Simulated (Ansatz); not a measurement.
# CH6OSi: the cost of one run

Method: PBE0-D4/def2-TZVP structures, single points in def2-TZVPP, no counterpoise correction; program: Ansatz 0.2.0, Gaussian basis.

Levels: SPW92, PBE-D4, BLYP-D4, r2SCAN-D4, B97M-V, PBE0-D4, B3LYP-D4, r2SCAN0-D4, BHLYP-D4, CAM-B3LYP-D4, wB97X-V, wB97M-V, B2PLYP, PBE-QIDH, RPA on PBE, Hartree-Fock, MP2, CCSD, CCSD(T).

Cores are frozen in the correlated methods. B3LYP uses VWN-RPA correlation. B2PLYP carries no dispersion term here.

94 further runs of the same task are left out: 94 set aside as unsound or not needed. Runs told in other sessions of the task aren't counted.

## Step 1: The system as given

The complex: 11 atoms, charge 0, spin multiplicity 1.

Atoms are counted from 1 here; the program's logs count them from 0.

Bond lengths: Si1–H3 1.489 Å, Si1–H4 1.489 Å, Si1–C5 1.850 Å, Si1–O7 1.669 Å, Cl2–H6 1.303 Å, C5–H8 1.092 Å, C5–H9 1.093 Å, C5–H10 1.092 Å, O7–H11 0.958 Å. Angles: H3–Si1–H4 108.0°, H3–Si1–C5 112.0°, H3–Si1–O7 109.3°, H4–Si1–C5 112.0°, H4–Si1–O7 109.3°, C5–Si1–O7 106.3°, Si1–C5–H8 110.9°, Si1–C5–H9 110.2°, Si1–C5–H10 110.9°, H8–C5–H9 108.3°, H8–C5–H10 108.1°, H9–C5–H10 108.3°, Si1–O7–H11 118.5°.

Geometry (Å):

```tsv
atom	x (Å)	y (Å)	z (Å)
Si1	-1.03124	-0.00636	-0.32686
Cl2	2.95479	1.27365	0.29343
H3	-1.48225	-0.48505	-1.66231
H4	-2.23626	0.39481	0.44960
C5	-0.02714	-1.28116	0.56234
H6	1.70299	1.34153	-0.06272
O7	-0.03625	1.31897	-0.52243
H8	0.85876	-1.55298	-0.01567
H9	-0.62199	-2.18365	0.72455
H10	0.30307	-0.90870	1.53448
H11	-0.38448	2.08904	-0.97441
```

Its parts: CH6OSi holds atoms 1, 3, 4, 5, 7, 8, 9, 10, 11; HCl holds atoms 2, 6. Each part counts its atoms afresh in its own runs.

## Step 2: Relaxing CH6OSi alone

relax-a/in.yaml

```yaml
crystal:
  periodic: [false, false, false]
  atoms:
    - {symbol: Si, position_ang: [-1.031236, -0.006360, -0.326859]}
    - {symbol: H, position_ang: [-1.482248, -0.485047, -1.662307]}
    - {symbol: H, position_ang: [-2.236260, 0.394812, 0.449602]}
    - {symbol: C, position_ang: [-0.027141, -1.281156, 0.562336]}
    - {symbol: O, position_ang: [-0.036248, 1.318968, -0.522431]}
    - {symbol: H, position_ang: [0.858759, -1.552983, -0.015672]}
    - {symbol: H, position_ang: [-0.621994, -2.183648, 0.724550]}
    - {symbol: H, position_ang: [0.303071, -0.908702, 1.534477]}
    - {symbol: H, position_ang: [-0.384478, 2.089036, -0.974406]}
basis:
  gaussian: {orbitals: def2-TZVP}
hamiltonian: {xc: pbe0, dispersion: d4}
relax: {f_tol: 0.005, max_steps: 200}
```

Command:

```bash
> ansatz run in.yaml --threads 4 --pin off --events-out ev --progress --plain --max-ram 9574MiB
```

**Question.** How long does this run take on 4 threads of Arm Neoverse V1, shared host?

About 9 s.
